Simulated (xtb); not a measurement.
# GFN2-xTB run of CH9PSi3 (SMILES [SiH3]P1[SiH2]C[SiH2]1)

Aim: the vertical singlet–triplet gap of CH9PSi3 at GFN2-xTB, from 2 runs. 

The calculation is run with xtb 6.7.1.

10 further runs of the same task are left out: 10 set aside as unsound or not needed.

### Step 1. The molecule

CH9PSi3 has 14 atoms, charge 0, and is taken as a singlet. As SMILES, `[SiH3]P1[SiH2]C[SiH2]1`. Geometry: relaxed at GFN2-xTB.

Bond lengths: Si1–P2 2.220 Å, P2–Si3 2.256 Å, Si3–C4 1.919 Å, P2–Si5 2.256 Å, C4–Si5 1.919 Å, Si1–H6 1.462 Å, Si1–H7 1.462 Å, Si1–H8 1.468 Å, Si3–H9 1.464 Å, Si3–H10 1.462 Å, C4–H11 1.088 Å, C4–H12 1.088 Å, Si5–H13 1.462 Å, Si5–H14 1.464 Å. Some angles: Si1–P2–Si3 103.8°, Si1–P2–Si5 103.9°, Si3–P2–Si5 79.5°, P2–Si3–C4 91.4°, Si3–C4–Si5 97.6°, P2–Si5–C4 91.4°, P2–Si1–H6 106.9°, P2–Si1–H7 106.9°, P2–Si1–H8 114.2°, P2–Si3–H9 115.9°.

### Step 2. Energy and gradient at GFN2-xTB

The input, .CHRG:

```
0
```

The input, .UHF:

```
0
```

The input, input.xyz:

```xyz
14

Si    -1.89286000     1.48689000    -0.09971000
P      0.28983000     1.32645000    -0.47346000
Si     1.05394000     0.14325000     1.28878000
C      1.13675000    -1.45991000     0.23810000
Si     0.52991000    -0.70726000    -1.41903000
H     -2.07773000     2.54893000     0.88753000
H     -2.51634000     1.84078000    -1.37356000
H     -2.50789000     0.25395000     0.40565000
H      0.14710000     0.04632000     2.43430000
H      2.36501000     0.64256000     1.70051000
H      2.13186000    -1.89598000     0.18232000
H      0.47652000    -2.24073000     0.61106000
H      1.56104000    -0.66208000    -2.45464000
H     -0.69714000    -1.32316000    -1.92787000
```

The run is started by

```bash
$ xtb --grad --gfn 2 -- input.xyz > run.log
```

Standard output:

```text
* xtb version 6.7.1
[...]
          :  # basis functions                  53          :
[...]
          :  # electrons                        30          :
[...]
          :  Hamiltonian                  GFN2-xTB          :
[...]
          :  net charge                          0          :
          :  unpaired electrons                  0          :
[...]
   *** convergence criteria satisfied after 14 iterations ***
[...]
         ::                     SUMMARY                     ::
         :::::::::::::::::::::::::::::::::::::::::::::::::::::
         :: total energy             -14.423090708146 Eh    ::
         :: gradient norm              0.000267593659 Eh/a0 ::
         :: HOMO-LUMO gap              3.593656692532 eV    ::
         ::.................................................::
         :: SCC energy               -14.564422683032 Eh    ::
         :: -> isotropic ES            0.047593321264 Eh    ::
         :: -> anisotropic ES          0.001152027093 Eh    ::
         :: -> anisotropic XC          0.006167999641 Eh    ::
         :: -> dispersion             -0.013028187360 Eh    ::
         :: repulsion energy           0.141331974886 Eh    ::
         :: add. restraining           0.000000000000 Eh    ::
         :: total charge              -0.000000000000 e     ::
         :::::::::::::::::::::::::::::::::::::::::::::::::::::
[...]
        15        2.0000           -0.3525181              -9.5925 (HOMO)
        16                         -0.2204536              -5.9988 (LUMO)
[...]
     #   Z          covCN         q      C6AA      α(0)
     1  14 Si       3.689     0.466    98.083    18.971
     2  15 P        2.793    -0.641   192.720    24.960
     3  14 Si       3.963     0.481    97.168    18.850
     4   6 C        3.603    -0.249    26.220     7.403
     5  14 Si       3.963     0.481    97.167    18.850
     6   1 H        0.919    -0.086     5.111     3.536
     7   1 H        0.919    -0.086     5.111     3.536
     8   1 H        0.917    -0.093     5.324     3.609
     9   1 H        0.918    -0.087     5.118     3.538
    10   1 H        0.919    -0.077     4.824     3.435
    11   1 H        0.925     0.028     2.610     2.527
    12   1 H        0.925     0.028     2.617     2.530
    13   1 H        0.919    -0.077     4.823     3.435
    14   1 H        0.918    -0.087     5.118     3.538
[...]
molecular dipole:
                 x           y           z       tot (Debye)
 q only:       -0.265      -0.892       0.332
   full:       -0.160      -0.888       0.310       2.425
molecular quadrupole (traceless):
[...]
          | TOTAL ENERGY              -14.423090708146 Eh   |
          | GRADIENT NORM               0.000267593659 Eh/α |
          | HOMO-LUMO GAP               3.593656692532 eV   |
           -------------------------------------------------
[...]
```

Standard error:

```text
normal termination of xtb
```

It took 0.037 s on 1 thread of Intel Xeon 6975P-C (Granite Rapids), shared host.

### Step 3. The triplet, same level

The input, xcontrol:

```
$chrg 0
$spin 2
$end
```

The input, input.xyz:

```xyz
14
CH9PSi3
Si    -1.892860     1.486890    -0.099710
P      0.289830     1.326450    -0.473460
Si     1.053940     0.143250     1.288780
C      1.136750    -1.459910     0.238100
Si     0.529910    -0.707260    -1.419030
H     -2.077730     2.548930     0.887530
H     -2.516340     1.840780    -1.373560
H     -2.507890     0.253950     0.405650
H      0.147100     0.046320     2.434300
H      2.365010     0.642560     1.700510
H      2.131860    -1.895980     0.182320
H      0.476520    -2.240730     0.611060
H      1.561040    -0.662080    -2.454640
H     -0.697140    -1.323160    -1.927870
```

The run is started by

```bash
$ xtb input.xyz --gfn2 --input xcontrol --grad --json -P 1 > input.out
```

Standard output, cut to the lines that bear on the results:

```text
* xtb version 6.7.1
[...]
          :  # basis functions                  53          :
[...]
          :  # electrons                        30          :
[...]
          :  Hamiltonian                  GFN2-xTB          :
[...]
          :  net charge                          0          :
          :  unpaired electrons                  2          :
[...]
   *** convergence criteria satisfied after 20 iterations ***
[...]
         ::                     SUMMARY                     ::
         :::::::::::::::::::::::::::::::::::::::::::::::::::::
         :: total energy             -14.281885328423 Eh    ::
         :: gradient norm              0.061392901117 Eh/a0 ::
         :: HOMO-LUMO gap              0.179197300462 eV    ::
         ::.................................................::
         :: SCC energy               -14.423217303309 Eh    ::
         :: -> isotropic ES            0.033669026013 Eh    ::
         :: -> anisotropic ES         -0.000742485159 Eh    ::
         :: -> anisotropic XC          0.004512523311 Eh    ::
         :: -> dispersion             -0.013048757616 Eh    ::
         :: repulsion energy           0.141331974886 Eh    ::
         :: add. restraining           0.000000000000 Eh    ::
         :: total charge              -0.000000000019 e     ::
         :::::::::::::::::::::::::::::::::::::::::::::::::::::
[...]
        16        0.9697           -0.2166073              -5.8942 (HOMO)
        17        0.0303           -0.2100220              -5.7150 (LUMO)
[...]
molecular dipole:
                 x           y           z       tot (Debye)
 q only:       -0.264      -0.587       0.235
   full:       -0.340      -0.364       0.178       1.344
molecular quadrupole (traceless):
[...]
          | TOTAL ENERGY              -14.281885328423 Eh   |
          | GRADIENT NORM               0.061392901117 Eh/α |
          | HOMO-LUMO GAP               0.179197300462 eV   |
           -------------------------------------------------
[...]
```

Standard error:

```text
normal termination of xtb
```

It took 0.041 s on 1 thread of Intel Xeon 6975P-C (Granite Rapids), shared host.

### Step 4. What came out

At GFN2-xTB:

| quantity | value |
| --- | --- |
| singlet: total energy | -14.42309 Eh |
| singlet: dipole moment | 2.42 D |
| singlet: HOMO energy | -9.59 eV |
| singlet: LUMO energy | -6.00 eV |
| singlet: HOMO–LUMO gap | 3.59 eV |
| singlet: dispersion energy | -34.21 kJ/mol |
| singlet: largest force on an atom | 0.007 eV/Å |
| singlet: mean polarisability (D4 model) | 118.7 bohr³ |
| triplet: total energy | -14.28189 Eh |
| triplet: dipole moment | 1.34 D |
| triplet: HOMO energy (partly filled) | -5.89 eV |
| triplet: LUMO energy | -5.71 eV |
| triplet: dispersion energy | -34.26 kJ/mol |
| triplet: largest force on an atom | 2.144 eV/Å |
| triplet: mean polarisability (D4 model) | 118.8 bohr³ |
| vertical energy of the triplet above the singlet | 3.842 eV |

What this shows: The method runs without spin polarisation, so open shells lack the exchange term that lowers high spin: such gaps come out too high and can have the wrong sign. At this shape the triplet lies 3.84 eV (371 kJ/mol) above the singlet.
